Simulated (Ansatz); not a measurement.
Working through a geometry optimisation of CH3Se (charge -1), SMILES C[Se-]

Computed with Ansatz's Python interface.

At the Python prompt:
```pycon
>>> from dataclasses import dataclass
>>> import itertools
>>> import ansatz as az
>>> from ase.data import atomic_numbers, covalent_radii
>>> import numpy as np
>>> @dataclass(frozen=True)
... class Settings:
...     basis: str = "def2-SVP"
...     functional: str = "b3lyp"
...     net_charge: int = -1
...
>>> opts = Settings()
>>> geometry_ang = [
...     ("C", (-0.1667, -0.0046, -0.0034)),
...     ("Se", (1.7753, 0.0492, 0.0361)),
...     ("H", (-0.5017, -0.652, -0.8397)),
...     ("H", (-0.5622, 1.0216, -0.1488)),
...     ("H", (-0.5448, -0.4143, 0.9557)),
... ]
>>> mol = az.Crystal.molecule()
>>> for symbol, xyz in geometry_ang:
...     mol = mol.atom(symbol, xyz)
...
>>> model = mol.calculation()
>>> model = model.basis(gaussian=opts.basis).functional(opts.functional)
>>> model = model.charge(opts.net_charge)
>>> symbols = [site.symbol for site in mol.cartesian_sites]
>>> start = np.array([site.position_ang for site in mol.cartesian_sites], dtype=float)
>>> def progress(event):
...     if event["event"] == "relax_step":
...         row = event["data"]
...         print(f"step {row['step']:3d}  E = {row['lagrangian_ev']:.6f} eV  largest force component {row['allowed_force_max_ev_ang']:.4f} eV/A")
...
>>> data = model.relax(force_tolerance=0.005, max_steps=100).session().plan().execute(on_event=progress).report
step   1  E = -66428.057902 eV  largest force component 1.0302 eV/A
step   2  E = -66428.107319 eV  largest force component 0.1690 eV/A
step   3  E = -66428.108125 eV  largest force component 0.0904 eV/A
step   4  E = -66428.108291 eV  largest force component 0.0031 eV/A
>>> end = np.array(data["positions_ang"])
>>> print(f"E = {data['free_energy_ev']:.6f} eV = {data['free_energy_ev'] / 27.211386246:.7f} Ha")
E = -66428.108465 eV = -2441.1879595 Ha
>>> print("converged:", data["converged"], " doubts:", data["published_state_doubts"] or "none")
converged: True  doubts: none
>>> radius = [covalent_radii[atomic_numbers[s]] for s in symbols]
>>> span = lambda where, i, j: np.linalg.norm(where[i] - where[j])
>>> bonded = [(i, j) for i, j in itertools.combinations(range(len(symbols)), 2) if min(span(start, i, j), span(end, i, j)) < 1.2 * (radius[i] + radius[j])]
>>> print("pair        before    after (A)")
pair        before    after (A)
>>> for i, j in bonded:
...     print(f"{symbols[i]}{i}-{symbols[j]}{j}".ljust(10), f"{span(start, i, j):8.4f} {span(end, i, j):8.4f}")
...
C0-Se1       1.9431   1.9889
C0-H2        1.1094   1.1081
C0-H3        1.1093   1.1081
C0-H4        1.1094   1.1081
>>> for first, second in list(itertools.combinations(bonded, 2)):
...     shared = set(first) & set(second)
...     if shared and symbols[(j := shared.pop())] != "H":
...         i, k = sorted((set(first) | set(second)) - {j})
...         u, v = end[i] - end[j], end[k] - end[j]
...         angle = np.degrees(np.arccos(np.clip(u @ v / np.linalg.norm(u) / np.linalg.norm(v), -1, 1)))
...         print(f"final angle {symbols[i]}{i}-{symbols[j]}{j}-{symbols[k]}{k}: {angle:.2f} deg")
...
final angle Se1-C0-H2: 112.20 deg
final angle Se1-C0-H3: 112.20 deg
final angle Se1-C0-H4: 112.20 deg
final angle H2-C0-H3: 106.61 deg
final angle H2-C0-H4: 106.61 deg
final angle H3-C0-H4: 106.61 deg
>>> charges = data["charge_distribution"]
>>> dipole = np.array(charges["dipole_moment_e_ang"]) * 4.803205
>>> print("dipole (D): {:.3f} {:.3f} {:.3f}, length {:.3f}".format(*dipole, np.linalg.norm(dipole)))
dipole (D): -1.192 -0.033 -0.024, length 1.193
>>> print("atom  Mulliken   Lowdin")
atom  Mulliken   Lowdin
>>> for symbol, m, l in zip(symbols, charges["mulliken_charges_e"], charges["lowdin_charges_e"]):
...     print(f"{symbol:4s} {m:9.3f} {l:8.3f}")
...
C       -0.080   -0.156
Se      -0.805   -0.682
H       -0.038   -0.054
H       -0.038   -0.054
H       -0.038   -0.054
```

Caveats:
- Total energies depend on the basis set; only differences at equal settings carry meaning.
- The end point is the stationary point reached from this start; no frequency run checks that it is a minimum, and the basis set is modest.
- The Löwdin charges here are taken after orthogonalising the functions within each atom; they differ from plain Löwdin charges, and their signs can be unphysical.
- An ion's dipole depends on the origin; the program takes it about the centre of nuclear charge.
- b3lyp holds the VWN-RPA fit, as in Gaussian; the form of ORCA and Turbomole is b3lyp5.
- Anions want diffuse functions, which this basis lacks.
- Wall time of the script: 7.7 s on 1 thread of Arm Neoverse V1, with other jobs on the host, peak memory 0.19 GiB.

(Lines on the test bed's own set-up are left out of the output.)
